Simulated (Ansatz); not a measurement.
# Cu (Cu, dhcp): the cost of one run

Method: DFT r2SCAN, plane waves (500 eV) with PAW, scalar-relativistic; PBE-made PAW files, in Ansatz 0.2.0.

### Step 1. The starting structure

The structure is hexagonal, space group P6_3/mmc (No. 194). The conventional cell has a = 2.556 Å, b = 2.556 Å, c = 8.348 Å, α = 90.00°, β = 90.00°, γ = 120.00°. Cu (site symmetry -3m) has 12 Cu at 2.56 Å as nearest neighbours. Around Cu (site symmetry -6m2) lie 12 Cu at 2.56 Å.

As a file:

```xyz
4
Lattice="2.5562 0.0000 0.0000 -1.2781 2.2137 0.0000 0.0000 0.0000 8.3484" Properties=species:S:1:pos:R:3 pbc="T T T"
Cu    0.0000    0.0000    0.0000
Cu    0.0000    0.0000    4.1742
Cu    0.0000    1.4758    2.0871
Cu    1.2781    0.7379    6.2613
```

### Step 2. Relaxation of the cell

File input.yaml:

```yaml
crystal:
  lattice:
    - [2.5561591618, 0.0, 0.0]
    - [-1.2780795809, 2.2136987702, 0.0]
    - [0.0, 0.0, 8.3484158223]
  atoms:
    - { symbol: Cu, position: [0.0, 0.0, 0.0] }
    - { symbol: Cu, position: [0.0, 0.0, 0.5] }
    - { symbol: Cu, position: [0.3333333333, 0.6666666667, 0.25] }
    - { symbol: Cu, position: [0.6666666667, 0.3333333333, 0.75] }
hamiltonian:
  xc: r2scan
  pseudopotentials:
    kind: paw
    azcp:
      Cu: "pseudopotentials/Cu.paw.azcp"
basis:
  ecutwfc: 500
  fft_grid_basis: typed
kpoints:
  mp_grid: { grid: [14, 14, 4], shift: [0, 0, 0] }
magnetization:
  spin_polarized: false
scf:
  occupations: { method: fermi_dirac, width: 0.1 }
relax:
  max_steps: 60
  f_tol: 0.01
  cell: {}
output:
  write_density: true
  write_potential: true
  elf: true
  volumetric_format: npy
```

Started as:

```sh
$ ansatz run input.yaml --threads 1 --pin off --max-ram 3584MiB --backend cpu --events-out ev --progress --plain --runs-dir out
```

What time and memory should one allow on 1 thread of Intel Xeon Platinum 8259CL at 2.50GHz (Skylake/Cascade Lake), shared host?

About 2.5 min, with a peak of 0.73 GiB.
